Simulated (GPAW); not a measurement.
# PmO (P-6m2) in GPAW: notebook, part 2 of 4

GPAW 26.7.0.

**3. Single point from a typed occupation, PBE+U, collinear spin, ferromagnetic start**

File run.py:

```python
import numpy as np
from ase.io import read
from ase.units import Ha
from gpaw import PW
from gpaw.dft import DFT
from gpaw.hubbard import aoom

atoms = read('PmO.xyz')
atoms.set_initial_magnetic_moments([4.0, 0.0])

def hold(setup, l, U, n_smm):
    """Build the Hubbard potential of this atom from a typed occupation matrix."""
    free = setup.hubbard_u.calculate

    def calculate(setup, D_sii):
        energy, dH_sii = free(setup, D_sii)
        m = 2 * l + 1
        first = np.cumsum([0] + [2 * x + 1 for x in setup.l_j])
        blocks = [slice(first[j], first[j] + m) for j, x in enumerate(setup.l_j) if x == l]
        for s, n_mm in enumerate(n_smm):
            _, V_ii = aoom(D_sii[s], l, setup.l_j, setup.n_j, setup.N0_q)
            for i1 in blocks:
                for i2 in blocks:
                    V_ii[i1, i2] *= U / Ha / 2 * (np.eye(m) - 2 * np.array(n_mm))
            dH_sii[s] = V_ii
        return energy, dH_sii

    setup.hubbard_u.calculate = calculate
    return free

# occupation matrices [spin][m][m'] in real spherical harmonics, m = -l ... l
start = {
    0: [[[0.5714, 0.0, 0.0, 0.0, 0.0, 0.0, 0.0],
         [0.0, 0.5714, 0.0, 0.0, 0.0, 0.0, 0.0],
         [0.0, 0.0, 0.5714, 0.0, 0.0, 0.0, 0.0],
         [0.0, 0.0, 0.0, 0.5714, 0.0, 0.0, 0.0],
         [0.0, 0.0, 0.0, 0.0, 0.5714, 0.0, 0.0],
         [0.0, 0.0, 0.0, 0.0, 0.0, 0.5714, 0.0],
         [0.0, 0.0, 0.0, 0.0, 0.0, 0.0, 0.5714]],
        [[0.0, 0.0, 0.0, 0.0, 0.0, 0.0, 0.0],
         [0.0, 0.0, 0.0, 0.0, 0.0, 0.0, 0.0],
         [0.0, 0.0, 0.0, 0.0, 0.0, 0.0, 0.0],
         [0.0, 0.0, 0.0, 0.0, 0.0, 0.0, 0.0],
         [0.0, 0.0, 0.0, 0.0, 0.0, 0.0, 0.0],
         [0.0, 0.0, 0.0, 0.0, 0.0, 0.0, 0.0],
         [0.0, 0.0, 0.0, 0.0, 0.0, 0.0, 0.0]]],
}

dft = DFT(atoms,
          mode=PW(600),
          xc='PBE',
          kpts={'size': (7, 7, 6), 'gamma': True},
          occupations={'name': 'methfessel-paxton', 'order': 0, 'width': 0.05},
          setups={0: ':f,8.0'},
          nbands=26,
          convergence={'density': 0.0001, 'energy': 1e-05},
          maxiter=120,
          symmetry={'point_group': False},
          converge=False,
          txt='gpaw.txt')
free = {a: hold(dft.setups[a], l, 8, start[a]) for a, l in {0: 3}.items()}
dft.converge(steps=8)
for a, calculate in free.items():
    dft.setups[a].hubbard_u.calculate = calculate
dft.converge()
print(f'Energy: {dft.calculate_energy():.6f} eV')
print('Forces (eV/A):')
print(dft.calculate_forces().round(4))
print('Stress (eV/A^3):', dft.calculate_stress().round(6))
print('Moments:', dft.magmoms()[1][:, 2].round(3))
dft.write_converged()
dft.write_gpw_file('gs.gpw')
for a, l in {0: 3}.items():
    setup = dft.setups[a]
    for s, D_ii in enumerate(dft.density.D_asii[a]):
        n_mm = aoom(D_ii, l, setup.l_j, setup.n_j, setup.N0_q)[0]
        print(f'atom {a} spin {s} trace {n_mm.trace():.4f} eigenvalues', *np.linalg.eigvalsh(n_mm).round(3))
        np.savetxt(f'occupation-{a}-{s}.dat', n_mm, fmt='%8.4f')
```

File PmO.xyz:

```xyz
2
Lattice="3.1559110388 0.0000000000 0.0000000000 -1.5779555194 2.7330991317 0.0000000000 0.0000000000 0.0000000000 3.0800128100" Properties=species:S:1:pos:R:3 pbc="T T T"
Pm     0.0000000000      0.0000000000      0.0000000000
O      1.5779555196      0.9110330438      1.5400064050
```

Potentials or basis: GPAW PAW data sets (gpaw-data 1.2.1), pw.

On the command line:

```console
OMP_NUM_THREADS=1 python run.py
```

gpaw.txt:

```text
Diagonalizing LCAO Hamiltonian
Converting LCAO to pw mode

            O

       Pm

Atoms  # Å, Bohr magnetons
|   | symbol |        x |        y |        z |    initial magnetic moments |
|---|--------|----------|----------|----------|-----------------------------|
| 0 |     Pm | 0.000000 | 0.000000 | 0.000000 | ( 0.0000,  0.0000,  4.0000) |
| 1 |      O | 1.577956 | 0.911033 | 1.540006 | ( 0.0000,  0.0000,  0.0000) |

Unit cell  # Å
| periodic |         x |        y |        z |  lengths |     angles |
|----------|-----------|----------|----------|----------|------------|
|      yes |  3.155911 | 0.000000 | 0.000000 | 3.155911 |  90.000000 |
|      yes | -1.577956 | 2.733099 | 0.000000 | 3.155911 |  90.000000 |
|      yes |  0.000000 | 0.000000 | 3.080013 | 3.080013 | 120.000000 |

Number of symmetries: 1
Symmetry operations  # r_c * U_cc + t_c -> r_c
|   | kind |            matrix            |
|---|------|------------------------------|
| 0 |  E   |  1, 0, 0,  0, 1, 0,  0, 0, 1 |

BZ-sampling:
  Number of BZ points: 294
  Number of IBZ points: 148

  Monkhorst-Pack size: [7, 7, 6]
  Monkhorst-Pack shift: [0.0, 0.0, 0.08333333333333333]

K-points  # in reciprocal-cell coordinates
|     |                                coordinates |     weight |
|-----|--------------------------------------------|------------|
|   0 | (  0.00000000,   0.00000000,   0.00000000) | 0.00340136 |
|   1 | (  0.00000000,   0.00000000,   0.16666667) | 0.00680272 |
|   2 | (  0.00000000,   0.00000000,   0.33333333) | 0.00680272 |
|   3 | (  0.00000000,   0.00000000,   0.50000000) | 0.00340136 |
|   4 | (  0.00000000,   0.14285714,  -0.33333333) | 0.00680272 |
|   5 | (  0.00000000,   0.14285714,  -0.16666667) | 0.00680272 |
|   6 | (  0.00000000,   0.14285714,   0.00000000) | 0.00680272 |
|   7 | (  0.00000000,   0.14285714,   0.16666667) | 0.00680272 |
|   8 | (  0.00000000,   0.14285714,   0.33333333) | 0.00680272 |
|   9 | (  0.00000000,   0.14285714,   0.50000000) | 0.00680272 |
| ... |                                            |            |
| 147 | (  0.42857143,   0.42857143,   0.50000000) | 0.00680272 |

Plane wave coefficients: 906
Cutoff: 600.0 eV

Spin-components: 2 (collinear spins)
Bands:           26
Projectors:      13
Spin-degeneracy: 1
Datatype:        complex128

Parallelization:
  kpt:    1
  domain: 1
  band:   1

Density:
  Valence electrons: 21.0
  Components: 2
  Grid points: [18 18 18]
  Charge: 0.0  # |e|

Potential:
  Grid points: [18 18 18]

species:
  Pm:
    name:    Promethium
    Z:       61.0
    valence: 15
    core:    46
    charge:  0.0  # [|e|]
    Hubbard: {U: 8.0,  # eV
              l: 3,
              scale: True}
    compensation charges:
      type: gauss
      rc: 0.35  # [Å]
      lmax: 2
    cutoffs:
      filter: 1.17  # [Å]
      core: 1.99  # [Å]
    projectors
    | kind |    occ | energy [eV] | rcut [Å] |
    |------|--------|-------------|----------|
    |   5s |  2.000 |     -41.873 |    1.164 |
    |   6s |  2.000 |      -3.542 |    1.164 |
    |   5p |  6.000 |     -22.672 |    1.164 |
    |   6p |  0.000 |      -1.220 |    1.164 |
    |   5d |  0.000 |      -1.803 |    1.164 |
    |   4f |  5.000 |      -2.148 |    1.164 |
    |    d |        |      25.408 |    1.164 |
    |    f |        |      25.063 |    1.164 |

    Using partial waves for Pm as LCAO basis

  O:
    name:    Oxygen
    Z:       8.0
    valence: 6
    core:    2
    charge:  0.0  # [|e|]
    compensation charges:
      type: gauss
      rc: 0.21  # [Å]
      lmax: 2
    cutoffs:
      filter: 1.17  # [Å]
      core: 0.83  # [Å]
    projectors
    | kind |    occ | energy [eV] | rcut [Å] |
    |------|--------|-------------|----------|
    |   2s |  2.000 |     -23.961 |    0.688 |
    |   2p |  4.000 |      -9.029 |    0.598 |
    |    s |        |       3.251 |    0.688 |
    |    p |        |      18.182 |    0.598 |
    |    d |        |       0.000 |    0.619 |

    Using partial waves for O as LCAO basis

Reference energy: -274713.241162  # eV

eigensolver:
  PPCG
  Converge bands: occupied
  niter=2

density mixing:
  MSR1-Mixer
  Pratt-step length: 0.05
  Maximum mixing coefficient: 0.75
  Old densities: 10
  SVD Regularization: 0.005
  Good broyden scale: 1.0
  Trust region scale: 1.0
  Backstep threshold: 4.0
  History deletion threshold: 6.0
  Fourier metric: weight=20.0, sigma=0.015

occupation numbers:
  Methfessel-Paxton:
    width: 0.0500  # eV
    order: 0

poisson solver:
  ecut: 4800.0  # eV

xc functional:
  name: PBE with 2 nearest neighbor stencil

convergence criteria:
- Maximum integral of absolute [dens]ity change: 0.0001 electrons / valence electron
- Maximum [total energy] change in last 3 cyles: 1e-05 eV / valence electron
- Maximum integral of absolute [eigenst]ate change: 4e-08 eV^2 / valence electron
maximum number of iterations: 120

SCF iterations
|iter     | |      energy | eigst |  dens |  magmom |
|---------|-|-------------|-------|-------|---------|
|iter:   1| |  -14.810769 | -0.06 |       |  +4.0070|
|iter:   2| |  -12.117841 | -1.86 | -0.57 |  +3.9528|
|iter:   3| |   -9.922416 | -1.20 | -0.79 |  +4.0102|
|iter:   4| |   -9.818871 | -2.68 | -0.97 |  +4.1474|
|iter:   5| |   -9.916663 | -2.83 | -1.14 |  +4.5063|
|iter:   6| |  -10.003771 | -3.15 | -1.39 |  +4.7364|
|iter:   7| |  -10.051348 | -3.79 | -1.64 |  +4.9012|
convergence criteria:
- Maximum integral of absolute [dens]ity change: 0.0001 electrons / valence electron
- Maximum [total energy] change in last 3 cyles: 1e-05 eV / valence electron
- Maximum integral of absolute [eigenst]ate change: 4e-08 eV^2 / valence electron
maximum number of iterations: 120

SCF iterations
|iter     | |      energy | eigst |  dens |  magmom |
|---------|-|-------------|-------|-------|---------|
|iter:   1| |  -10.058176 | -7.38 |       |  +4.9275|
|iter:   2| |  -10.805122 | -3.59 | -2.45 |  +4.9287|
|iter:   3| |  -14.239122 | -1.71 | -1.36 |  +5.0367|
|iter:   4| |  -10.842600 | -1.73 | -1.47 |  +4.9289|
|iter:   5| |  -11.842859 | -3.07 | -1.37 |  +4.9428|
|iter:   6| |  -12.640957 | -3.08 | -1.52 |  +4.9551|
|iter:   7| |    5.493690 | -0.36 | -1.67 |  +5.2961|
|iter:   8| |  -10.835729 | -0.13 | -0.43 |  +4.9284|
|iter:   9| |  -10.834186 | -2.67 | -1.36 |  +4.9284|
|iter:  10| |  -10.834398 | -4.28 | -1.36 |  +4.9284|
|iter:  11| |  -10.834423 | -6.35 | -1.36 |  +4.9284|
|iter:  12| |  -10.828414 | -7.31 | -1.36 |  +4.9283|
|iter:  13| |  -10.830534 | -8.45c| -1.36 |  +4.9283|
|iter:  14| |  -10.832248 | -8.52c| -1.36 |  +4.9283|
|iter:  15| |  -11.094557 | -4.20 | -1.36 |  +4.9316|
|iter:  16| |  -11.577133 | -3.69 | -1.40 |  +4.9371|
|iter:  17| |  -12.081417 | -3.66 | -1.46 |  +4.9432|
|iter:  18| |  -12.797709 | -3.36 | -1.53 |  +4.9527|
|iter:  19| |  -12.268222 | -3.35 | -1.63 |  +4.9459|
|iter:  20| |  -12.696749 | -4.17 | -1.51 |  +4.9541|
|iter:  21| |  -12.941863 | -4.31 | -1.48 |  +4.9605|
|iter:  22| |  -13.969197 | -2.68 | -1.50 |  +4.9766|
|iter:  23| |  -13.602629 | -3.49 | -1.79 |  +4.9691|
|iter:  24| |  -14.682315 | -2.53 | -1.65 |  +4.9966|
|iter:  25| |  -14.877758 | -2.82 | -2.00 |  +5.0081|
|iter:  26| |  -14.875367 | -3.71 | -2.41 |  +5.0026|
|iter:  27| |  -14.879854 | -4.69 | -2.86 |  +5.0000|
|iter:  28| |  -14.879862 | -6.47 | -3.52 |  +5.0000|
|iter:  29| |  -14.879859c| -6.24 | -3.72 |  +4.9999|
|iter:  30| |  -14.879870c| -6.91 | -3.88 |  +5.0000|
|iter:  31| |  -14.879870c| -8.05c| -4.79c|  +5.0000|
SCF steps: 31
Energy contributions relative to reference atoms: (reference = -274713.241162)

Energy contributions:
  Kinetic:          51.154721
  Coulomb:         -40.682767
  Zero:             -0.205713
  External:          0.000000
  Xc:              -25.145874
  Entropy:          -0.000473
  Spinorbit:         0.000000
  ----------------------------
  Free energy:     -14.880107
  Extrapolated:    -14.879870

Forces  # eV/Ang
|        x |        y |        z |
|----------|----------|----------|
|  0.00002 | -0.00004 | -0.00000 |  # Pm   0
| -0.00004 |  0.00006 |  0.00000 |  # O    1

Stress tensor  # eV/Ang^3
|         x |         y |         z |
|-----------|-----------|-----------|
| -0.271141 |  0.000041 |  0.000000 |
|  0.000041 | -0.271100 | -0.000000 |
|  0.000000 | -0.000000 | -0.231338 |

Total magnetic moment: (0.000000, 0.000000, 4.999998)

Local magnetic moments
|        x |        y |         z |
|----------|----------|-----------|
| 0.000000 | 0.000000 |  4.731782 |  # Pm   0
| 0.000000 | 0.000000 | -0.044840 |  # O    1

Fermi level: 13.775
Eigenvalues  # (at kpt = [0.000, 0.000, 0.000])
| band index |      eig [eV] | occ [0-1] |      eig [eV] | occ [0-1] |
|------------|---------------|-----------|---------------|-----------|
|          0 |       -23.198 |     1.000 |       -21.051 |     1.000 |
|        ... |               |           |               |           |
|          3 |        -2.594 |     1.000 |        -0.841 |     1.000 |
|          4 |        -2.594 |     1.000 |        -0.841 |     1.000 |
|          5 |         9.862 |     1.000 |        10.058 |     1.000 |
|          6 |         9.862 |     1.000 |        10.058 |     1.000 |
|          7 |        10.743 |     1.000 |        11.335 |     1.000 |
|          8 |        12.328 |     1.000 |        14.275 |     0.000 |
[... 8 lines left out ...]
|         17 |        20.870 |     0.000 |        24.356 |     0.000 |
|         18 |        20.871 |     0.000 |        24.356 |     0.000 |
|        ... |               |           |               |           |
|         25 |        36.364 |     0.000 |        37.963 |     0.000 |

No gap
No difference between direct/indirect transitions
Writing to gs.gpw (mode='')

  __  _  _
 | _ |_)|_||  |
 |__||  | ||/\| - 26.7.0

Input parameters:
  mode=PW(ecut=600.0),
  convergence={'density': 0.0001, 'energy': 1e-05},
  kpts=MonkhorstPack(size=(7, 7, 6), gamma=True),
  maxiter=120,
  nbands=26,
  occupations=Occupations(name='methfessel-paxton', order=0, width=0.05),
  setups={0: ':f,8.0'},
  symmetry=Symmetry(point_group=False),
  xc=XC(name='PBE')
# Writing to gs.gpw (mode='')
```

It took 17 min on 1 thread of Intel Xeon at 2.50GHz (Skylake/Cascade Lake), shared host; peak memory 0.31 GiB.

Results:

```yaml
Free_energy: -14.8801 eV
Pressure: 41.3 GPa
Band_gap_on_the_k_mesh: none (metal or under the smearing width)
Net_moment: 5.00 μB per cell
Site_moments: Pm +4.73; O -0.04 μB
```

Eigenvalues of the final occupation matrices:
```
   site  spin  trace                         eigenvalues
atom 1      1   4.98  0.01 0.01 0.97 1.00 1.00 1.00 1.00
atom 1      2   0.02  0.00 0.00 0.00 0.00 0.00 0.00 0.00
```

Caveat: the cutoff is short for stress and forces, so pressures can be off by a GPa or more; one-centre terms of the f shell are cut off; the occupation matrix was held by a function in the script for the first cycles and then freed; the end state hangs on it; the magnetic or orbital state may not be the lowest; a pressure of tens of GPa on the cell as given is suspect, and the run, the potentials or the cell itself is likely at fault; spin-orbit coupling is left out, which moves the levels of the heavy elements.

(Part 2 of 4 ends here.)
